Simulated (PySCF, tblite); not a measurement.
# C5H8O3Si: geometry, infrared bands and NMR shifts

Wanted: the infrared bands and NMR shifts of C5H8O3Si (`C[Si](O)(O)c1ccco1`), by calculation.

The runs use tblite 0.8.0 and PySCF 2.14.0, with density-fitted response routines of our own; the level of theory stands in each step. All values are computed, except where a source is named. Atoms count from 0, in the outputs and in this text.

## Step 1: The starting structure

17 atoms, charge 0, multiplicity 1; geometry from: force field or distance geometry start.

Bonds of the start (Å): C0–Si1 1.86, Si1–O2 1.64, Si1–O3 1.67, Si1–C4 1.88, C4–C5 1.40, C5–C6 1.42, C6–C7 1.38, C7–O8 1.35, O8–C4 1.38, C0–H9 1.09, C0–H10 1.10, C0–H11 1.11, O2–H12 0.98, O3–H13 0.98, C5–H14 1.08, C6–H15 1.07, C7–H16 1.08.

## Step 2: Relaxing the molecule with GFN2-xTB

What the job is given:

```
{"job": {"kind": "relax", "xc": "GFN2-xTB", "basis": "xTB"}, "charge": 0, "multiplicity": 1}
C     -2.074900    -0.433800     1.021900
Si    -0.981800     0.894000     0.324000
O     -1.701000     1.774300    -0.858600
O     -0.498600     1.981800     1.492000
C      0.517500    -0.041700    -0.304300
C      0.905000    -0.486300    -1.571700
C      2.161400    -1.126200    -1.422600
C      2.480200    -1.039100    -0.081300
O      1.503300    -0.393100     0.593500
H     -1.586800    -0.995100     1.821000
H     -2.388200    -1.142300     0.244400
H     -2.996800     0.002300     1.448600
H     -2.070200     2.628400    -0.546000
H      0.308300     1.701200     1.975100
H      0.345000    -0.342800    -2.482600
H      2.757500    -1.593600    -2.175800
H      3.313100    -1.376000     0.512400
```

On the command line:

```console
$ OMP_NUM_THREADS=1 python probes_run.py task.json out
```

The driver reads the jobs from task.json and runs them one after another.

**Question.** This job is followed by: GFN2-xTB harmonic vibrations, gas phase; GIAO PBE0/pcSseg-1 NMR shielding, non-relativistic, gas phase. What will the session give for the following? strongest single infrared mode (GFN2-xTB); zero-point energy (GFN2-xTB); 13C shifts against TMS (PBE0/pcSseg-1); 1H shifts against TMS (PBE0/pcSseg-1, means over atoms taken as alike); 29Si shifts against TMS (PBE0/pcSseg-1); 17O shifts against H2O (PBE0/pcSseg-1, means over atoms taken as alike).

As calculated:

| quantity | value |
| --- | --- |
| strongest single infrared mode (GFN2-xTB) | 884 cm⁻¹, 285 km/mol |
| zero-point energy (GFN2-xTB) | 77.1 kcal/mol |
| 13C shifts against TMS (PBE0/pcSseg-1) | 161.6, 151.1, 126.4, 116.2, 3.4 ppm |
| 1H shifts against TMS (PBE0/pcSseg-1, means over atoms taken as alike) | 7.65, 7.14, 6.68, 2.00, 0.15 ppm |
| 29Si shifts against TMS (PBE0/pcSseg-1) | -23.7 ppm |
| 17O shifts against H2O (PBE0/pcSseg-1, means over atoms taken as alike) | 310.2, 45.0 ppm |

What this shows: Relaxing lowered the energy by 0.199 eV in 65 steps; the close pair that moved most is C0–Si1, from 1.856 to 1.903 Å. The lowest mode is imaginary (60i cm⁻¹), so the xTB geometry is not a minimum. The strongest single mode, at 884 cm⁻¹, is spread over many atoms; the largest shares are those of Si1, O3. GFN2-xTB is a fitted tight-binding method: band positions and strengths are rough. Its intensities can rank the bands wrongly. At PBE0/pcSseg-1: Shielding is most anisotropic at O8 (span 389 ppm, paramagnetic term -374 ppm). NICS(1)zz of -28 ppm above the planar ring from C4 marks a diatropic (aromatic) ring current.
